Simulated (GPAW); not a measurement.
# ScTaN (P-3m1) in GPAW: notebook

Aim: see how the results for ScTaN move with the level of theory and the settings. Levels: PBEsol, LDA. Tasks: band structure.

Everything below comes from runs of GPAW 26.7.0. Logs are shortened: lines on timing, memory, paths and dates and some standing lists are left out, and cuts for length are marked. The log counts tension as positive stress, the text compression.

## Step 1: Starting point

Symmetry: P-3m1, No. 164, trigonal system. The conventional cell has a = 3.085 Å, b = 3.085 Å, c = 10.340 Å, α = 90.00°, β = 90.00°, γ = 120.00°. Ta (site symmetry 3m) has 3 N at 2.20 Å as nearest neighbours. Sc (site symmetry -3m) has 6 Sc at 3.09 Å and 6 Ta at 3.10 Å as nearest neighbours. Around Sc (site symmetry -3m) lie 6 N at 2.23 Å. N (site symmetry 3m) has 3 Ta at 2.20 Å and 3 Sc at 2.23 Å as nearest neighbours.

The cell comes from a database or a generator and needn't be the stable form of this composition.

## Step 2: Band structure, PBEsol

Input file run.py:

```python
from ase import Atoms
from ase.dft.bandgap import bandgap
from ase.io import write
from ase.units import GPa
from gpaw import GPAW, PW, setup_paths

setup_paths.insert(0, '.')

atoms = Atoms(['Ta', 'Ta', 'Sc', 'Sc', 'N', 'N'],
              cell=[[3.0850655424, 0.0, 0.0],
                    [-1.5425327712, 2.6717451321, 0.0],
                    [0.0, 0.0, 10.340136]],
              scaled_positions=[[0.3333333333, 0.6666666667, 0.245631],
                                [0.6666666667, 0.3333333333, 0.754369],
                                [0.0, 0.0, 0.0],
                                [0.0, 0.0, 0.5],
                                [0.3333333333, 0.6666666667, 0.629841],
                                [0.6666666667, 0.3333333333, 0.370159]],
              pbc=True)

calc = GPAW(mode=PW(800),
            xc='PBEsol',
            kpts={'size': (7, 7, 2), 'gamma': True},
            occupations={'name': 'fermi-dirac', 'width': 0.05},
            nbands=53,
            convergence={'density': 1e-05, 'energy': 1e-05},
            maxiter=150,
            txt='gpaw.txt')
atoms.calc = calc
energy = atoms.get_potential_energy()
forces = atoms.get_forces()
stress = atoms.get_stress()
calc.write('gs.gpw')
write('result.traj', atoms)
print(f'Energy: {energy:.6f} eV')
print('Forces (eV/A):')
print(forces.round(4))
print('Stress (GPa):', (stress / GPa).round(3))
print('Fermi level:', round(calc.get_fermi_level(), 4), 'eV')
print(f'Gap: {bandgap(calc)[0]:.4f} eV, direct: {bandgap(calc, direct=True)[0]:.4f} eV')

path = atoms.cell.bandpath('GMKGALHA,LM,KH', npoints=80, eps=1e-4)
bs_calc = calc.fixed_density(kpts=path, symmetry='off', nbands=75,
                             convergence={'bands': 'CBM+6.0', 'eigenstates': 1e-6}, txt='bands.txt')
bs = bs_calc.band_structure()
bs.write('bs.json')
print(f'Gap on the path: {bandgap(bs_calc)[0]:.4f} eV')
```

Potentials or basis: PAW data sets generated in the run's folder for this functional, pw.

Launch:

```console
$ gpaw-setup -f PBEsol N Sc Ta
$ OMP_NUM_THREADS=1 python run.py
```

gpaw.txt:

```text
__  _  _
 | _ |_)|_||  |
 |__||  | ||/\| - 26.7.0

Input parameters:
  mode=PW(ecut=800.0),
  convergence={'density': 1e-05, 'energy': 1e-05},
  kpts=MonkhorstPack(size=(7, 7, 2), gamma=True),
  maxiter=150,
  nbands=53,
  occupations=Occupations(name='fermi-dirac', width=0.05),
  xc=XC(name='PBEsol')

Diagonalizing LCAO Hamiltonian
Converting LCAO to pw mode

            Ta
         N

       Sc
            N
         Ta

       Sc

Atoms  # Å, Bohr magnetons
|   | symbol |         x |        y |        z |    initial magnetic moments |
|---|--------|-----------|----------|----------|-----------------------------|
| 0 |     Ta | -0.000000 | 1.781163 | 2.539858 | ( 0.0000,  0.0000,  0.0000) |
| 1 |     Ta |  1.542533 | 0.890582 | 7.800278 | ( 0.0000,  0.0000,  0.0000) |
| 2 |     Sc |  0.000000 | 0.000000 | 0.000000 | ( 0.0000,  0.0000,  0.0000) |
| 3 |     Sc |  0.000000 | 0.000000 | 5.170068 | ( 0.0000,  0.0000,  0.0000) |
| 4 |      N | -0.000000 | 1.781163 | 6.512642 | ( 0.0000,  0.0000,  0.0000) |
| 5 |      N |  1.542533 | 0.890582 | 3.827494 | ( 0.0000,  0.0000,  0.0000) |

Unit cell  # Å
| periodic |         x |        y |         z |   lengths |     angles |
|----------|-----------|----------|-----------|-----------|------------|
|      yes |  3.085066 | 0.000000 |  0.000000 |  3.085066 |  90.000000 |
|      yes | -1.542533 | 2.671745 |  0.000000 |  3.085066 |  90.000000 |
|      yes |  0.000000 | 0.000000 | 10.340136 | 10.340136 | 120.000000 |

Number of symmetries: 12
Symmetry operations  # r_c * U_cc + t_c -> r_c
|    | kind |            matrix            |
|----|------|------------------------------|
|  0 |  σ   |  1, 1, 0,  0,-1, 0,  0, 0, 1 |
|  1 |  S6  |  1, 1, 0, -1, 0, 0,  0, 0,-1 |
|  2 |  E   |  1, 0, 0,  0, 1, 0,  0, 0, 1 |
|  3 |  C2  |  1, 0, 0, -1,-1, 0,  0, 0,-1 |
|  4 |  C2  |  0, 1, 0,  1, 0, 0,  0, 0,-1 |
|  5 |  C3  |  0, 1, 0, -1,-1, 0,  0, 0, 1 |
|  6 |  S6  |  0,-1, 0,  1, 1, 0,  0, 0,-1 |
|  7 |  σ   |  0,-1, 0, -1, 0, 0,  0, 0, 1 |
|  8 |  σ   | -1, 0, 0,  1, 1, 0,  0, 0, 1 |
|  9 |  i   | -1, 0, 0,  0,-1, 0,  0, 0,-1 |
| 10 |  C3  | -1,-1, 0,  1, 0, 0,  0, 0, 1 |
| 11 |  C2  | -1,-1, 0,  0, 1, 0,  0, 0,-1 |

BZ-sampling:
  Number of BZ points: 98
  Number of IBZ points: 16

  Monkhorst-Pack size: [7, 7, 2]
  Monkhorst-Pack shift: [0.0, 0.0, 0.25]

K-points  # in reciprocal-cell coordinates
|     |                                coordinates |     weight |
|-----|--------------------------------------------|------------|
|   0 | (  0.00000000,   0.00000000,   0.00000000) | 0.01020408 |
|   1 | (  0.00000000,   0.00000000,   0.50000000) | 0.01020408 |
|   2 | (  0.14285714,   0.00000000,   0.00000000) | 0.06122449 |
|   3 | (  0.14285714,   0.00000000,   0.50000000) | 0.06122449 |
|   4 | (  0.28571429,  -0.14285714,   0.00000000) | 0.06122449 |
|   5 | (  0.28571429,  -0.14285714,   0.50000000) | 0.06122449 |
|   6 | (  0.28571429,   0.00000000,   0.00000000) | 0.06122449 |
|   7 | (  0.28571429,   0.00000000,   0.50000000) | 0.06122449 |
|   8 | (  0.42857143,  -0.14285714,   0.00000000) | 0.12244898 |
|   9 | (  0.42857143,  -0.14285714,   0.50000000) | 0.12244898 |
| ... |                                            |            |
|  15 | (  0.42857143,   0.42857143,   0.50000000) | 0.06122449 |

Plane wave coefficients: 4403
Cutoff: 800.0 eV

Spin-components: 1 (collinear spins)
Bands:           53
Projectors:      34
Spin-degeneracy: 2
Datatype:        complex128

Parallelization:
  kpt:    1
  domain: 1
  band:   1

Density:
  Valence electrons: 58.0
  Components: 1
  Grid points: [21 21 70]
  Charge: 0.0  # |e|

Potential:
  Grid points: [21 21 70]

species:
  Ta:
    name:    Tantalum
    Z:       73.0
    valence: 13
    core:    60
    charge:  0.0  # [|e|]
    compensation charges:
      type: gauss
      rc: 0.42  # [Å]
      lmax: 2
    cutoffs:
      filter: 2.36  # [Å]
      core: 3.45  # [Å]
    projectors
    | kind |    occ | energy [eV] | rcut [Å] |
    |------|--------|-------------|----------|
    |   5s |  2.000 |     -72.818 |    1.365 |
    |   6s |  2.000 |      -5.457 |    1.365 |
    |   5p |  6.000 |     -39.444 |    1.349 |
    |   6p |  0.000 |      -1.369 |    1.349 |
    |   5d |  3.000 |      -3.632 |    1.307 |
    |    d |        |      23.579 |    1.307 |

    Using partial waves for Ta as LCAO basis

  Sc:
    name:    Scandium
    Z:       21.0
    valence: 11
    core:    10
    charge:  0.0  # [|e|]
    compensation charges:
      type: gauss
      rc: 0.39  # [Å]
      lmax: 2
    cutoffs:
      filter: 2.14  # [Å]
      core: 1.08  # [Å]
    projectors
    | kind |    occ | energy [eV] | rcut [Å] |
    |------|--------|-------------|----------|
    |   3s |  2.000 |     -54.868 |    1.228 |
    |   4s |  2.000 |      -4.188 |    1.228 |
    |   3p |  6.000 |     -33.549 |    1.281 |
    |   4p |  0.000 |      -1.451 |    1.281 |
    |   3d |  1.000 |      -3.246 |    1.196 |
    |    d |        |      23.966 |    1.196 |

    Using partial waves for Sc as LCAO basis

  N:
    name:    Nitrogen
    Z:       7.0
    valence: 5
    core:    2
    charge:  0.0  # [|e|]
    compensation charges:
      type: gauss
      rc: 0.18  # [Å]
      lmax: 2
    cutoffs:
      filter: 1.11  # [Å]
      core: 0.96  # [Å]
    projectors
    | kind |    occ | energy [eV] | rcut [Å] |
    |------|--------|-------------|----------|
    |   2s |  2.000 |     -18.455 |    0.603 |
    |   2p |  3.000 |      -7.035 |    0.529 |
    |    s |        |       8.756 |    0.603 |
    |    p |        |      20.177 |    0.529 |
    |    d |        |       0.000 |    0.577 |

    Using partial waves for N as LCAO basis

Reference energy: -892572.412052  # eV

eigensolver:
  PPCG
  Converge bands: occupied
  niter=2

density mixing:
  MSR1-Mixer
  Pratt-step length: 0.05
  Maximum mixing coefficient: 0.75
  Old densities: 10
  SVD Regularization: 0.005
  Good broyden scale: 1.0
  Trust region scale: 1.0
  Backstep threshold: 4.0
  History deletion threshold: 6.0
  Fourier metric: weight=20.0, sigma=0.015

occupation numbers:
  Fermi-Dirac:
    width: 0.0500  # eV

poisson solver:
  ecut: 6400.0  # eV

xc functional:
  name: PBEsol with 2 nearest neighbor stencil

convergence criteria:
[... 6 lines left out ...]
|iter     | |      energy | eigst |  dens |
|---------|-|-------------|-------|-------|
|iter:   1| |  -59.092737 | +0.54 |       |
|iter:   2| |  -57.900523 | -0.79 | -1.00 |
|iter:   3| |  -60.269402 | -0.51 | -1.08 |
|iter:   4| |  -55.612574 | -0.84 | -1.00 |
|iter:   5| |  -55.397148 | -2.19 | -1.54 |
|iter:   6| |  -55.482206 | -1.86 | -1.75 |
|iter:   7| |  -55.393027 | -2.36 | -1.87 |
|iter:   8| |  -55.385489 | -3.27 | -2.36 |
|iter:   9| |  -55.385797 | -4.10 | -2.75 |
|iter:  10| |  -55.385815c| -5.31 | -3.55 |
|iter:  11| |  -55.385835c| -6.27 | -3.94 |
|iter:  12| |  -55.385837c| -7.17 | -4.61 |
|iter:  13| |  -55.385836c| -8.44c| -5.38c|

Converged in 13 steps
Energy contributions relative to reference atoms: (reference = -892572.412052)

Energy contributions:
  Kinetic:          24.674897
  Coulomb:         -29.202249
  Zero:             -0.039240
  External:          0.000000
  Xc:              -50.804813
  Entropy:          -0.028864
  Spinorbit:         0.000000
  ----------------------------
  Free energy:     -55.400268
  Extrapolated:    -55.385836

dipole moment: (-8.279215, -14.340022, -27.736377)  # |e|*Ang

Fermi level: 10.209
Eigenvalues  # (at kpt = [0.000, 0.000, 0.000])
| band index |      eig [eV] | occ [0-2] |
|------------|---------------|-----------|
|          0 |       -57.749 |     2.000 |
|        ... |               |           |
|         19 |         4.376 |     2.000 |
|         20 |         5.782 |     2.000 |
|         21 |         5.782 |     2.000 |
|         22 |         5.796 |     2.000 |
|         23 |         6.581 |     2.000 |
|         24 |         6.581 |     2.000 |
[... 8 lines left out ...]
|         33 |        11.939 |     0.000 |
|         34 |        11.939 |     0.000 |
|        ... |               |           |
|         52 |        25.483 |     0.000 |

No gap
No difference between direct/indirect transitions

Forces  # eV/Ang
|        x |        y |        z |
|----------|----------|----------|
|  0.00000 |  0.00000 |  0.30988 |  # Ta   0
| -0.00000 | -0.00000 | -0.30988 |  # Ta   1
|  0.00000 |  0.00000 |  0.00000 |  # Sc   2
|  0.00000 |  0.00000 |  0.00000 |  # Sc   3
| -0.00000 |  0.00000 |  0.11224 |  # N    4
|  0.00000 |  0.00000 | -0.11224 |  # N    5

Stress tensor  # eV/Ang^3
|        x |        y |        z |
|----------|----------|----------|
| 0.039434 | 0.000000 | 0.000000 |
| 0.000000 | 0.039434 | 0.000000 |
| 0.000000 | 0.000000 | 0.043911 |

# Writing to gs.gpw (mode='')
```

It took 7.1 min on 1 thread of Arm Neoverse V2, shared host; peak memory 0.88 GiB.

What came out:

```
Free energy             : -55.4003 eV
Pressure                : -6.6 GPa
Largest force           : 0.310 eV/Å
Band gap along the path : none (metal or under the smearing width)
```

Forces on the atoms (eV/Å):
```
Ta   0.000  0.000  0.310
Ta   0.000  0.000 -0.310
Sc   0.000  0.000  0.000
Sc   0.000  0.000  0.000
N    0.000  0.000  0.112
N    0.000  0.000 -0.112
```

Levels at the corners of the path, in eV from the Fermi level:
```tsv
point	band 26	band 27	band 28	band 29	band 30	band 31	band 32	band 33
Γ	-1.33	-1.29	0.54	0.54	0.71	0.78	1.35	1.35
M	-1.80	-1.16	-0.88	-0.43	0.40	0.50	2.01	2.31
K	-1.39	-1.39	-0.88	-0.18	-0.18	2.03	2.09	2.09
Γ	-1.33	-1.29	0.54	0.54	0.71	0.78	1.35	1.35
A	-2.06	-0.33	-0.11	0.61	0.61	1.14	1.14	1.29
L	-2.10	-1.12	-0.63	-0.63	0.41	0.73	2.06	2.23
H	-1.38	-1.38	-0.94	-0.18	-0.18	2.11	2.11	2.36
A	-2.06	-0.33	-0.11	0.61	0.61	1.14	1.14	1.29
L	-2.10	-1.12	-0.63	-0.63	0.41	0.73	2.06	2.23
M	-1.80	-1.16	-0.88	-0.43	0.40	0.50	2.01	2.31
K	-1.39	-1.39	-0.88	-0.18	-0.18	2.03	2.09	2.09
H	-1.38	-1.38	-0.94	-0.18	-0.18	2.11	2.11	2.36
```

Caveat: spin-orbit coupling is left out, which moves the levels of the heavy elements.

## Step 3: Band structure, LDA

Changes to run.py since step 2:

```diff
@@ -4,5 +4,3 @@
 from ase.units import GPa
-from gpaw import GPAW, PW, setup_paths
-
-setup_paths.insert(0, '.')
+from gpaw import GPAW, PW
 
@@ -21,3 +19,3 @@
 calc = GPAW(mode=PW(800),
-            xc='PBEsol',
+            xc='LDA',
             kpts={'size': (7, 7, 2), 'gamma': True},
```

Potentials or basis: the program's PAW data sets (release 1.2.1) made for this functional, pw.

Launch:

```console
$ OMP_NUM_THREADS=1 python run.py
```

Run time: 6.8 min. Hardware: 1 thread of Arm Neoverse V2, shared host; peak memory 0.88 GiB.

The run converged. Its results:

```
Free energy             : -57.7625 eV
Pressure                : -12.1 GPa
Largest force           : 0.581 eV/Å
Band gap along the path : none (metal or under the smearing width)
```

Forces on the atoms (eV/Å):
```
Ta   0.000  0.000  0.581
Ta   0.000  0.000 -0.581
Sc   0.000  0.000  0.000
Sc   0.000  0.000  0.000
N    0.000  0.000  0.233
N    0.000  0.000 -0.233
```

Stress tensor (GPa, compression positive):
```
-11.77   0.00   0.00
  0.00 -11.77   0.00
  0.00   0.00 -12.62
```

Levels at the corners of the path, in eV from the Fermi level:
```csv
point,band 27,band 28,band 29,band 30,band 31,band 32
Γ,-1.28,0.51,0.51,0.70,0.75,1.32
M,-1.16,-0.86,-0.38,0.38,0.54,1.96
K,-1.37,-0.85,-0.18,-0.18,2.01,2.07
Γ,-1.28,0.51,0.51,0.70,0.75,1.32
A,-0.33,-0.12,0.58,0.58,1.10,1.10
L,-1.12,-0.62,-0.58,0.45,0.70,2.04
H,-1.36,-0.91,-0.18,-0.18,2.09,2.09
A,-0.33,-0.12,0.58,0.58,1.10,1.10
L,-1.12,-0.62,-0.58,0.45,0.70,2.04
M,-1.16,-0.86,-0.38,0.38,0.54,1.96
K,-1.37,-0.85,-0.18,-0.18,2.01,2.07
H,-1.36,-0.91,-0.18,-0.18,2.09,2.09
```

Caveat: spin-orbit coupling is left out, which moves the levels of the heavy elements.
